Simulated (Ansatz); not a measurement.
# C2H5ClOSi: the cost of one run

All numbers below are computed with Ansatz 0.2.0 (UKS PBE/STO-3G).

## Step 1: The structure to begin with

Bond lengths: O1–C2 1.231 Å, C2–C3 1.483 Å, C3–Si4 1.858 Å, C3–Cl5 1.798 Å, C2–H6 1.122 Å, C3–H7 1.144 Å, Si4–H8 1.508 Å, Si4–H9 1.525 Å, Si4–H10 1.412 Å. Angles (14 of 15 angles, heavy atoms first): O1–C2–C3 122.2°, C2–C3–Si4 120.4°, C2–C3–Cl5 108.4°, Si4–C3–Cl5 107.3°, O1–C2–H6 122.5°, C3–C2–H6 115.0°, C2–C3–H7 108.0°, Si4–C3–H7 106.6°, Cl5–C3–H7 105.1°, C3–Si4–H8 108.9°, C3–Si4–H9 109.3°, C3–Si4–H10 114.0°, H8–Si4–H9 108.3°, H8–Si4–H10 108.1°.

Coordinates:

```xyz
10

O    -1.9146   -0.0356    1.0116
C    -1.2018    0.8596    0.5571
C     0.1739    0.6027    0.0660
Si    0.7176   -1.1264   -0.3426
Cl    0.4536    1.6111   -1.3959
H    -1.5040    1.9400    0.5767
H     0.9091    1.0003    0.8476
H    -0.1869   -1.6842   -1.4132
H     0.5862   -2.0027    0.8982
H     2.0501   -1.2161   -0.8025
```

## Step 2: End point A

Contents of input.yaml:

```yaml
crystal:
  periodic: [false, false, false]
  atoms:
    - { symbol: O, position_ang: [-1.9146, -0.0356, 1.0116] }
    - { symbol: C, position_ang: [-1.2018, 0.8596, 0.5571] }
    - { symbol: C, position_ang: [0.1739, 0.6027, 0.066] }
    - { symbol: Si, position_ang: [0.7176, -1.1264, -0.3426] }
    - { symbol: Cl, position_ang: [0.4536, 1.6111, -1.3959] }
    - { symbol: H, position_ang: [-1.504, 1.94, 0.5767] }
    - { symbol: H, position_ang: [0.9091, 1.0003, 0.8476] }
    - { symbol: H, position_ang: [-0.1869, -1.6842, -1.4132] }
    - { symbol: H, position_ang: [0.5862, -2.0027, 0.8982] }
    - { symbol: H, position_ang: [2.0501, -1.2161, -0.8025] }
magnetization:
  spin_polarized: true
basis:
  gaussian: { orbitals: STO-3G }
hamiltonian:
  xc: pbe
relax:
  f_tol: 0.02
  max_steps: 50
```

Command:

```
$ ansatz run input.yaml --threads 1 --pin off --max-ram 2048MiB --backend cpu --events-out ev --progress --plain --runs-dir out
```

Q: Estimate wall time and peak memory on 1 thread of Arm Neoverse V2, shared host.

About 38 s, with a peak of 0.17 GiB.
